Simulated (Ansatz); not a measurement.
Molecular dynamics of Li

Input file:

```yaml
crystal:
  lattice:
    - [7.094447, 0.0, 0.0]
    - [0.0, 7.094447, 0.0]
    - [0.0, 0.0, 7.094447]
  atoms:
    - { symbol: Li, position: [0.0, 0.0, 0.0] }
    - { symbol: Li, position: [0.5, 0.0, 0.0] }
    - { symbol: Li, position: [0.0, 0.5, 0.0] }
    - { symbol: Li, position: [0.0, 0.0, 0.5] }
    - { symbol: Li, position: [0.25, 0.25, 0.25] }
    - { symbol: Li, position: [0.5, 0.5, 0.0] }
    - { symbol: Li, position: [0.5, 0.0, 0.5] }
    - { symbol: Li, position: [0.75, 0.25, 0.25] }
    - { symbol: Li, position: [0.0, 0.5, 0.5] }
    - { symbol: Li, position: [0.25, 0.75, 0.25] }
    - { symbol: Li, position: [0.25, 0.25, 0.75] }
    - { symbol: Li, position: [0.5, 0.5, 0.5] }
    - { symbol: Li, position: [0.75, 0.75, 0.25] }
    - { symbol: Li, position: [0.75, 0.25, 0.75] }
    - { symbol: Li, position: [0.25, 0.75, 0.75] }
    - { symbol: Li, position: [0.75, 0.75, 0.75] }
basis:
  ecutwfc: 420.0
kpoints:
  mp_grid: { grid: [3, 3, 3] }
hamiltonian:
  xc: pbe
scf:
  occupations: { method: fermi_dirac, width: 0.11 }
  lower_state_search: "off"
md:
  timestep: 1
  n_steps: 40
  ensemble: nvt_langevin
  temperature: 1300.0
  initial_velocities: maxwell_boltzmann
  seed: 312588
  friction: 0.02
```

Launched with:

```bash
$ ansatz run input.yaml --threads 1 --pin off --max-ram 3072MiB --backend cpu --events-out ev --progress --plain --runs-dir out
```

It starts from a structure without forces on its atoms.

Output, in part (step lines):

```
md step     0: t =     0.00 fs  T =  1218.8 K  F+E_penalty+E_count = -3275.08423355 eV  E_kin = 2.520570 eV  (6 SCF iters)
md step     1: t =     1.00 fs  T =  1337.9 K  F+E_penalty+E_count = -3275.07993815 eV  E_kin = 2.766916 eV  (5 SCF iters)
md step     2: t =     2.00 fs  T =  1249.6 K  F+E_penalty+E_count = -3275.06692102 eV  E_kin = 2.584276 eV  (5 SCF iters)
md step     3: t =     3.00 fs  T =  1245.2 K  F+E_penalty+E_count = -3275.04538455 eV  E_kin = 2.575315 eV  (5 SCF iters)
md step     4: t =     4.00 fs  T =  1193.5 K  F+E_penalty+E_count = -3275.01548083 eV  E_kin = 2.468315 eV  (5 SCF iters)
md step     5: t =     5.00 fs  T =  1213.2 K  F+E_penalty+E_count = -3274.97752708 eV  E_kin = 2.509006 eV  (5 SCF iters)
md step     6: t =     6.00 fs  T =  1113.5 K  F+E_penalty+E_count = -3274.93229874 eV  E_kin = 2.302999 eV  (5 SCF iters)
md step     7: t =     7.00 fs  T =  1143.9 K  F+E_penalty+E_count = -3274.88076589 eV  E_kin = 2.365715 eV  (5 SCF iters)
md step     8: t =     8.00 fs  T =  1117.9 K  F+E_penalty+E_count = -3274.82292747 eV  E_kin = 2.311986 eV  (5 SCF iters)
md step     9: t =     9.00 fs  T =  1072.6 K  F+E_penalty+E_count = -3274.75923349 eV  E_kin = 2.218245 eV  (4 SCF iters)
md step    10: t =    10.00 fs  T =   975.9 K  F+E_penalty+E_count = -3274.68981225 eV  E_kin = 2.018382 eV  (5 SCF iters)
md step    11: t =    11.00 fs  T =  1029.4 K  F+E_penalty+E_count = -3274.61406885 eV  E_kin = 2.128999 eV  (4 SCF iters)
md step    12: t =    12.00 fs  T =   979.9 K  F+E_penalty+E_count = -3274.53441122 eV  E_kin = 2.026514 eV  (5 SCF iters)
md step    13: t =    13.00 fs  T =   993.7 K  F+E_penalty+E_count = -3274.45356500 eV  E_kin = 2.055232 eV  (5 SCF iters)
md step    14: t =    14.00 fs  T =   934.4 K  F+E_penalty+E_count = -3274.37282715 eV  E_kin = 1.932572 eV  (5 SCF iters)
md step    15: t =    15.00 fs  T =   929.3 K  F+E_penalty+E_count = -3274.29123138 eV  E_kin = 1.921846 eV  (5 SCF iters)
md step    16: t =    16.00 fs  T =   856.0 K  F+E_penalty+E_count = -3274.20650019 eV  E_kin = 1.770417 eV  (5 SCF iters)
md step    17: t =    17.00 fs  T =   979.1 K  F+E_penalty+E_count = -3274.11929342 eV  E_kin = 2.025002 eV  (5 SCF iters)
md step    18: t =    18.00 fs  T =   890.0 K  F+E_penalty+E_count = -3274.03349718 eV  E_kin = 1.840622 eV  (5 SCF iters)
md step    19: t =    19.00 fs  T =   870.5 K  F+E_penalty+E_count = -3273.95296937 eV  E_kin = 1.800367 eV  (5 SCF iters)
md step    20: t =    20.00 fs  T =   904.6 K  F+E_penalty+E_count = -3273.87440670 eV  E_kin = 1.870803 eV  (6 SCF iters)
md step    21: t =    21.00 fs  T =   978.9 K  F+E_penalty+E_count = -3273.79320167 eV  E_kin = 2.024544 eV  (5 SCF iters)
md step    22: t =    22.00 fs  T =   979.1 K  F+E_penalty+E_count = -3273.70882802 eV  E_kin = 2.024973 eV  (5 SCF iters)
md step    23: t =    23.00 fs  T =   919.5 K  F+E_penalty+E_count = -3273.62724184 eV  E_kin = 1.901681 eV  (5 SCF iters)
md step    24: t =    24.00 fs  T =   887.1 K  F+E_penalty+E_count = -3273.54763792 eV  E_kin = 1.834760 eV  (4 SCF iters)
md step    25: t =    25.00 fs  T =   811.8 K  F+E_penalty+E_count = -3273.46943900 eV  E_kin = 1.678967 eV  (5 SCF iters)
md step    26: t =    26.00 fs  T =   838.2 K  F+E_penalty+E_count = -3273.39882762 eV  E_kin = 1.733632 eV  (5 SCF iters)
md step    27: t =    27.00 fs  T =   832.0 K  F+E_penalty+E_count = -3273.33423033 eV  E_kin = 1.720720 eV  (5 SCF iters)
md step    28: t =    28.00 fs  T =   886.1 K  F+E_penalty+E_count = -3273.27209336 eV  E_kin = 1.832623 eV  (5 SCF iters)
md step    29: t =    29.00 fs  T =   861.0 K  F+E_penalty+E_count = -3273.21821694 eV  E_kin = 1.780652 eV  (5 SCF iters)
md step    30: t =    30.00 fs  T =   859.4 K  F+E_penalty+E_count = -3273.17377595 eV  E_kin = 1.777404 eV  (6 SCF iters)
md step    31: t =    31.00 fs  T =   876.6 K  F+E_penalty+E_count = -3273.12980630 eV  E_kin = 1.813020 eV  (5 SCF iters)
md step    32: t =    32.00 fs  T =   828.0 K  F+E_penalty+E_count = -3273.08362698 eV  E_kin = 1.712406 eV  (5 SCF iters)
md step    33: t =    33.00 fs  T =   790.7 K  F+E_penalty+E_count = -3273.03841160 eV  E_kin = 1.635264 eV  (4 SCF iters)
md step    34: t =    34.00 fs  T =   783.6 K  F+E_penalty+E_count = -3272.99069088 eV  E_kin = 1.620551 eV  (5 SCF iters)
md step    35: t =    35.00 fs  T =   831.1 K  F+E_penalty+E_count = -3272.94700668 eV  E_kin = 1.718879 eV  (5 SCF iters)
md step    36: t =    36.00 fs  T =   827.0 K  F+E_penalty+E_count = -3272.91714591 eV  E_kin = 1.710371 eV  (5 SCF iters)
md step    37: t =    37.00 fs  T =   944.7 K  F+E_penalty+E_count = -3272.89832711 eV  E_kin = 1.953884 eV  (5 SCF iters)
md step    38: t =    38.00 fs  T =   906.1 K  F+E_penalty+E_count = -3272.88186141 eV  E_kin = 1.873871 eV  (5 SCF iters)
md step    39: t =    39.00 fs  T =   906.6 K  F+E_penalty+E_count = -3272.87128681 eV  E_kin = 1.875083 eV  (5 SCF iters)
md step    40: t =    40.00 fs  T =   996.7 K  F+E_penalty+E_count = -3272.87166005 eV  E_kin = 2.061304 eV  (6 SCF iters)
```

All steps were run. The mean temperature of the second half is 32 % below the set value. A run of 0.04 ps of so small a system gives no equilibrium averages. Limits of this set-up: coarse k mesh.

Mean squared displacements from the first frame to the last, about the centre of mass: Li 0.31 Å².

Last frame:

```xyz
16
Lattice="7.0944 0.0000 0.0000 0.0000 7.0944 0.0000 0.0000 0.0000 7.0944" Properties=species:S:1:pos:R:3
Li -0.435 -0.071 -0.249
Li 3.263 -0.069 -0.651
Li -0.049 3.826 -0.134
Li -0.132 0.225 3.229
Li 1.547 1.349 1.368
Li 3.366 4.072 0.214
Li 3.662 -0.882 3.214
Li 5.227 1.217 1.906
Li 0.622 3.148 3.391
Li 1.387 5.488 1.977
Li 1.613 2.175 5.737
Li 3.396 3.248 3.942
Li 5.484 5.055 1.801
Li 5.779 1.998 5.594
Li 1.830 5.452 5.424
Li 5.153 5.730 5.213
```

The run took 7.4 min on 1 thread of Arm Neoverse V2 (shared host), peak memory 0.65 GiB.
